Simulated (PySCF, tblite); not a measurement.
# C₆H₁₂BNO: geometry, infrared bands and NMR shifts

Aim: predict the infrared bands and NMR shifts of C₆H₁₂BNO (`C=C(C)[B@@H-]([N+]#CC)OC`).

Programs: tblite 0.8.0 and PySCF 2.14.0, with density-fitted response routines of our own. Each step states its level of theory. These are calculated values for one molecule in the gas phase, unless marked as measured. Atoms are numbered from 0 throughout.

## (1) Starting geometry

21 atoms, charge 0, multiplicity 1; geometry from: force field or distance geometry start.

Bonds of the start (Å): C0–C1 1.33, C1–C2 1.50, C1–B3 1.59, B3–N4 1.49, N4–C5 1.16, C5–C6 1.49, B3–O7 1.43, O7–C8 1.36, C0–H9 1.11, C0–H10 1.08, C2–H11 1.12, C2–H12 1.12, C2–H13 1.12, B3–H14 1.22, C6–H15 1.10, C6–H16 1.12, C6–H17 1.08, C8–H18 1.10, C8–H19 1.13, C8–H20 1.14.

## (2) Geometry optimisation with GFN2-xTB

The job: settings as JSON, then the geometry in Å.

```
{"job": {"kind": "relax", "xc": "GFN2-xTB", "basis": "xTB"}, "charge": 0, "multiplicity": 1}
C     -1.045300    -1.304500    -1.077700
C     -1.359000    -0.765800     0.097200
C     -2.551600    -1.245100     0.868600
B     -0.473200     0.374000     0.760400
N      0.952700     0.100800     0.443500
C      2.056500    -0.123300     0.172200
C      3.477700    -0.431500    -0.153800
O     -0.887800     1.709400     0.472300
C     -0.255400     2.361100    -0.544900
H     -1.741200    -2.087100    -1.437400
H     -0.188300    -0.989900    -1.663700
H     -3.061300    -2.098400     0.362500
H     -3.221500    -0.361000     1.016100
H     -2.155700    -1.603400     1.851200
H     -0.666700     0.230100     1.958400
H      3.509500    -1.308000    -0.820600
H      4.042500    -0.700300     0.777000
H      3.888100     0.453600    -0.627400
H      0.233400     1.727800    -1.299400
H      0.477400     3.088700    -0.074600
H     -1.039700     2.989900    -1.080300
```

The run is started by

```
> OMP_NUM_THREADS=1 python probes_run.py task.json out
```

The driver reads the jobs from task.json and runs them one after another.

**Question.** This job is followed by: GFN2-xTB harmonic vibrations, gas phase; GIAO PBE0/pcSseg-1 NMR shielding, non-relativistic, gas phase. What will the session give for the following? strongest single infrared mode (GFN2-xTB); zero-point energy (GFN2-xTB); ¹³C shifts against TMS (PBE0/pcSseg-1); ¹H shifts against TMS (PBE0/pcSseg-1, means over atoms taken as alike); ¹¹B shifts against BF3·OEt2 (PBE0/pcSseg-1); ¹⁵N shifts against NH3 (PBE0/pcSseg-1); ¹⁷O shifts against H2O (PBE0/pcSseg-1).

**Answer**, as computed:

| quantity | value |
| --- | --- |
| strongest single infrared mode (GFN2-xTB) | 2524 cm⁻¹, 169 km/mol |
| zero-point energy (GFN2-xTB) | 105.7 kcal/mol |
| ¹³C shifts against TMS (PBE0/pcSseg-1) | 163.2, 130.6, 116.9, 51.6, 31.2, 1.8 ppm |
| ¹H shifts against TMS (PBE0/pcSseg-1, means over atoms taken as alike) | 5.52, 4.61, 3.34, 3.02, 2.68, 1.94 ppm |
| ¹¹B shifts against BF3·OEt2 (PBE0/pcSseg-1) | -7.1 ppm |
| ¹⁵N shifts against NH3 (PBE0/pcSseg-1) | 238.0 ppm |
| ¹⁷O shifts against H2O (PBE0/pcSseg-1) | 34.6 ppm |

The optimisation took 155 steps and gained 0.693 eV; among the close pairs (by a distance rule), B3–N4 changed most, from 1.486 to 1.570 Å. The lowest mode is imaginary (42i cm⁻¹), so the xTB geometry is not a minimum. The strongest single mode, at 2524 cm⁻¹, moves mainly H14. GFN2-xTB is a fitted tight-binding method: band positions and strengths are rough. Its intensities can rank the bands wrongly. C1 (fully substituted alkene carbon) lies farthest downfield among carbon, at 163.2 ppm; as expected for a trigonal carbon in a double bond. At PBE0/pcSseg-1: Shielding is most anisotropic at N4 (span 474 ppm, paramagnetic term -309 ppm).
